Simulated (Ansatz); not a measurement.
HfC, space group P6_3/mmc, a comparison of functionals at one structure

With Ansatz 0.2.0, Python API.

Typed at the interpreter:
```pycon
>>> import ansatz as az
>>> from pymatgen.core import Lattice, Structure
>>> from pymatgen.io.ase import AseAtomsAdaptor
>>> pmg_structure = Structure(
...     Lattice([(3.342866, 0.0, 0.0), (-1.671433, 2.895007, 0.0), (0.0, 0.0, 5.202714)]),
...     ["Hf", "Hf", "C", "C"],
...     [
...         (2 / 3, 1 / 3, 0.75),
...         (1 / 3, 2 / 3, 0.25),
...         (0.0, 0.0, 0.0),
...         (0.0, 0.0, 0.5),
...     ],
... )
>>> crystal = az.Crystal.from_ase(AseAtomsAdaptor.get_atoms(pmg_structure))
>>> crystal.resolved().tree()["lattice"]
((3.342866, 0.0, 0.0), (-1.671433, 2.895007, 0.0), (0.0, 0.0, 5.202714))
>>> calculation = (
...     crystal.calculation()
...     .basis(550)
...     .kpoints(mesh=(9, 9, 5))  # the mesh must be finer for metals
...     .occupations("fermi_dirac", width=0.1)  # the run then minimises F = E - TS
...     .scf(max_iterations=70)
... )
>>> rows = []
>>> for value in ["blyp", "pbesol", "lda"]:
...     r = calculation.functional(value).run().report
...     rows.append((value, r["free_energy_ev"] / len(r["lattice"]["sites"]), r["n_iterations"], r["n_kpoints"]))
...
>>> print("  functional   F/atom (eV)    iterations      k-points")
  functional   F/atom (eV)    iterations      k-points
>>> for row in rows:
...     print(f"{str(row[0]):>12s}  {row[1]:12.5f}  {row[2]:12d}  {row[3]:12d}")
...
        blyp   -7999.07665             9            36
      pbesol   -7923.15798             8            36
         lda   -7860.72682             8            36
```

Caveats:
- BLYP can be off by several per cent in the lattices of metals, and by several GPa in the pressure at a fixed cell.
- For a metal this k-point mesh is coarse: on a finer one energies can move by several to tens of meV an atom and pressures by half a GPa or more, differences at one mesh by less.
- Spin-orbit coupling, which matters for elements this heavy, is left out.
- The structure comes from a database of computed cells and needn't be a stable or known phase.
- Total energies of different functionals can't be compared; pressures, moments and gaps at this one structure can.
- The whole script took 12 s on 1 thread of Intel(R) Xeon(R) Processor @ 2.30GHz (shared host), peak memory 0.62 GiB.
